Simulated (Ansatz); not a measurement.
# In3As: the cost of one run

Method: DFT PBE, scalar-relativistic, plane waves, PAW, in Ansatz 0.2.0.

1 further run of the same task is left out (it didn't finish).

### 1 The starting structure

The structure is cubic, space group Pm-3m (No. 221). Conventional cell: a = 4.672 Å, b = 4.672 Å, c = 4.672 Å, α = 90.00°, β = 90.00°, γ = 90.00°. Around In (site symmetry 4/mmm) lie 8 In at 3.30 Å and 4 As at 3.30 Å. As (site symmetry m-3m) has 12 In at 3.30 Å as nearest neighbours.

Structure file:

```
CELL_PARAMETERS angstrom
4.67168 0.00000 0.00000
0.00000 4.67168 0.00000
0.00000 0.00000 4.67168
ATOMIC_POSITIONS crystal
In 0.00000 0.50000 0.50000
In 0.50000 0.00000 0.50000
In 0.50000 0.50000 0.00000
As 0.00000 0.00000 0.00000
```

This is candidate A: structure listed in a database for this formula (Pm-3m, No. 221).

(A quick probe on a coarse mesh, which set the mesh and smearing, is not shown.)

### 3 Full relaxation (candidate A)

input.yaml reads:

```yaml
crystal:
  lattice:
    - [4.671681, 0.0, 0.0]
    - [0.0, 4.671681, 0.0]
    - [0.0, 0.0, 4.671681]
  atoms:
    - { symbol: In, position: [0.0, 0.5, 0.5] }
    - { symbol: In, position: [0.5, 0.0, 0.5] }
    - { symbol: In, position: [0.5, 0.5, 0.0] }
    - { symbol: As, position: [0.0, 0.0, 0.0] }
basis:
  ecutwfc: 420
kpoints:
  mp_grid: { grid: [10, 10, 10] }
hamiltonian:
  xc: pbe
scf:
  occupations: { method: gaussian, width: 0.1 }
output:
  forces: true
  stress: true
  eigenvalues: true
relax:
  adjacent_minimum: "off"
  f_tol: 0.01
  max_steps: 80
  cell: { stress_tol: 0.05 }
```

Command:

```bash
> ansatz run input.yaml --threads 1 --pin off --max-ram 2560MiB --backend cpu --events-out ev --progress --plain --runs-dir out
```

Q: Estimate wall time and peak memory on 1 thread of Intel Xeon 6975P-C (Granite Rapids), shared host.

About 20 s, with a peak of 0.48 GiB.
